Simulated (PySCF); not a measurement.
**EuI2: other functionals and bases at one geometry**

An exercise on one series of results from a longer session: the logs are not shown, and one member is left open.

Method: several levels, as the steps say, no spin–orbit coupling; program: PySCF 2.14.0.

1 further run of the same task is left out (for a known fault of the program).

## The starting structure

3 atoms, charge 0, spin multiplicity 1.

Bond lengths: Eu1–I2 3.015 Å, Eu1–I3 3.015 Å. Angles: I2–Eu1–I3 176.8°.

As a file:

```xyz
3
charge 0, multiplicity 1
Eu    0.00000    0.00000   -0.00139
I     3.01352    0.00000    0.08246
I    -3.01352    0.00000    0.08246
```

Formal oxidation states: Eu +2. Each metal's 7 4f electrons lie in its core potential, so multiplicities, spins and levels count the valence alone. An earlier session relaxed this geometry at PBE0, Eu lcecp-0-SVP with ECP53, I def2-SVP with ECP28 (singlet, point group C2v).

At PBE0 on the finer grid: E = -624.961212 Eh, frontier levels not given, since the 4f levels lie in the core, Mulliken charge on Eu1 +0.82 e, largest force component 0.005 eV/Å. 

Levels to run: HF; CAM-B3LYP; PBE0, TZVP. Hardware: 2 threads of Arm Neoverse V1, shared host.

Set-up of the first run:

The input, run.py (the lines that set the calculation):

```python
mol = gto.M(atom='''
Eu     0.00000     0.00000    -0.00139
I      3.01352     0.00000     0.08246
I     -3.01352     0.00000     0.08246''',
    basis={'Eu': 'lcecp-0-SVP', 'I': 'def2-SVP'},
    ecp={'Eu': 'lcecp-0-SVP', 'I': 'def2-SVP'},
    charge=0, spin=0)
mf = scf.RHF(mol)
mf = mf.density_fit()  # fitting sets: Eu AutoAux, I def2-universal-JKFIT
mf.conv_tol = 1e-08; mf.max_cycle = 55
mf.kernel(dm0)  # dm0: the density of the relaxed state
```

Command:

```bash
> OMP_NUM_THREADS=2 python run.py
```

Among the steps run: HF; CAM-B3LYP; PBE0, TZVP.

One table of the session follows, with a row left open; its other results are not shown here.

```
              level  charge on Eu1 (e)  dipole (D)  largest force component (eV/Å)
PBE0 (relaxed here)               0.82        0.47                            0.01
                 HF                  ?           ?                               ?
          CAM-B3LYP               0.80        0.48                            0.05
         PBE0, TZVP               1.13        0.46                            0.04
```

Estimate the missing values for HF.

The run gave: charge on Eu1 (e): 1.04; dipole (D): 0.52; largest force component (eV/Å): 0.47. In the column «charge on Eu1 (e)» it lies between PBE0 (relaxed here) (0.82) and PBE0, TZVP (1.13).

The largest leftover force, 0.47 eV/Å with HF, stands at a geometry relaxed at another level. With 4f in the core, its levels are missing from HOMO and gap, and its count is fixed, so no charge can pass from the ligands into it. Total energies of different levels can't be compared.
